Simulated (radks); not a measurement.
# Hf inside a hard spherical wall

An exercise on one series of results from a longer session: the logs are not shown, and one member is left open.

Method: scalar-relativistic Kohn-Sham, PBE, spin-polarised, spherical densities, point nucleus; open shells are filled with parallel spins first. Code: radks (a radial shooting solver on a logarithmic mesh, Libxc functionals) version 1.

## What is computed

* element: hafnium (Z = 72)
* charge: 0
* electrons: 72
* configuration: [Xe] 4f14 5d2 6s2

Outer shells as boxes (Hund's rule):

Hf
```
[Xe] core
4f [↑↓][↑↓][↑↓][↑↓][↑↓][↑↓][↑↓]
5d [↑ ][↑ ][  ][  ][  ]
6s [↑↓]
```

The first run:

Settings of this run:

```text
Z 72
configuration [Xe] 4f14 5d2 6s2 6p0 7s0 5f0
relativity scalar-relativistic
functional pbe,pbe
spin polarised
nucleus point
c 137.035999084
```

Steps of the session up to this table: The free atom; Wall at 20 bohr; Wall at 15 bohr; Wall at 12 bohr; Wall at 10 bohr; Wall at 7 bohr; Wall at 6 bohr; Wall at 5 bohr; Wall at 4 bohr; Wall at 2.5 bohr; Wall at 1.5 bohr.

One table of the session follows, with a row left open; its other results are not shown here.

| R (bohr) | E − E(free) (eV) | ε(5d) (eV) | ε(6p, empty) (eV) | ε(7s, empty) (eV) | ε(5f, empty) (eV) |
| --- | --- | --- | --- | --- | --- |
| free | 0.000 | -3.093 | -1.558 | - | - |
| 20 | 0.000 | -3.093 | -1.558 | - | - |
| 15 | ? | ? | ? | ? | ? |
| 12 | 0.003 | -3.082 | -1.515 | 0.702 | 3.137 |
| 10 | 0.026 | -3.025 | -1.380 | 1.745 | 4.343 |
| 7 | 0.679 | -2.276 | -0.033 | 7.697 | 8.632 |
| 6 | 2.006 | -1.329 | 1.677 | 13.580 | 11.860 |
| 5 | 6.062 | 0.667 | 5.631 | 25.517 | 17.507 |
| 4 | 19.611 | 5.138 | 15.840 | 52.666 | 28.451 |
| 2.5 | 180.32 | 34.299 | 91.559 | 218.86 | 82.258 |
| 1.5 | 1694.6 | 194.02 | 477.10 | 937.97 | 289.83 |

Estimate the missing values for R (bohr) = 15.

Worked estimate for «E − E(free) (eV)». A straight line through the neighbours (20, 0.000) and (12, 0.003) gives 0.000 + (0.003 − 0.000) × (15 − 20) / (12 − 20) = 0.002; a parabola fitted to 3 rows on both sides gives -0.015.

The run gave: E − E(free) (eV): 0.000; ε(5d) (eV): -3.092; ε(6p, empty) (eV): -1.553; ε(7s, empty) (eV): 0.154; ε(5f, empty) (eV): 2.173. In «E − E(free) (eV)» the line misses by +0.002 and the parabola by -0.015. Between these rows the values bend or scatter more than so simple an estimate can follow.

What this shows: Eigenvalues are for spin up. From R = 5 bohr inwards the highest occupied level lies above zero, pushed up by confinement. Shells are not refilled when levels cross, and a hard wall is a model, not a crystal.
